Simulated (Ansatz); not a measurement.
# Cs: the cost of one run

Computed with Ansatz 0.2.0 (DFT r2SCAN, scalar-relativistic, plane waves, PAW).

## (1) The starting structure

The structure is cubic, space group Pm-3m (No. 221). Conventional cell: a = 5.041 Å, b = 5.041 Å, c = 5.041 Å, α = 90.00°, β = 90.00°, γ = 90.00°.

Structure file:

```cif
data_structure
_symmetry_space_group_name_H-M 'P 1'
_symmetry_Int_Tables_number 1
_cell_length_a 5.0433
_cell_length_b 5.0433
_cell_length_c 5.0361
_cell_angle_alpha 90.000
_cell_angle_beta 90.000
_cell_angle_gamma 90.000
_cell_volume 128.09
loop_
_atom_site_label
_atom_site_type_symbol
_atom_site_fract_x
_atom_site_fract_y
_atom_site_fract_z
_atom_site_occupancy
Cs1 Cs 0.50000 0.50000 0.50000 1
```

It is the end of an earlier relaxation with the same method, from a generated guess; it needn't be the stable form of this composition. At a tolerance of 0.05 Å it has space group Pm-3m (No. 221); it has 128.09 Å³/atom, an uncorrected energy of +0.09 eV/atom over the standard state and, on its mesh, gap none (metal).

## (2) Level of theory: r2SCAN

input.yaml

```yaml
crystal:
  lattice:
    - [5.0433060731, 0.0, 0.0]
    - [0.0, 5.0433060731, 0.0]
    - [0.0, 0.0, 5.0360807514]
  atoms:
    - { symbol: Cs, position: [0.5, 0.5, 0.5] }
basis:
  ecutwfc: 500
kpoints:
  mp_grid: { grid: [12, 12, 12] }
  band_path:
    path:
      - [[0.0, 0.0, 0.0], [0.0, 0.5, 0.0], [0.5, 0.5, 0.0], [0.0, 0.0, 0.0], [0.0, 0.0, 0.5], [0.0, 0.5, 0.5], [0.5, 0.5, 0.5], [0.0, 0.0, 0.5]]
      - [[0.0, 0.5, 0.0], [0.0, 0.5, 0.5]]
      - [[0.5, 0.5, 0.0], [0.5, 0.5, 0.5]]
    npoints: 14
hamiltonian:
  xc: r2scan
scf:
  occupations: { method: gaussian, width: 0.1 }
  n_extra_bands: 6
output:
  forces: true
  stress: true
  eigenvalues: true
  populations: true
  dos: { projected: true, de: 0.02, nscf_kmesh: { grid: [15, 15, 15] } }
  bader: true
  write_density: true
  write_potential: true
  elf: true
  volumetric_format: npy
```

Run with:

```sh
ansatz run input.yaml --threads 1 --pin off --max-ram 2560MiB --backend cpu --events-out ev --progress --plain --runs-dir out
```

Q: Estimate wall time and peak memory on 1 thread of Intel Xeon at 2.70GHz, shared host.

About 83 s, with a peak of 0.86 GiB.
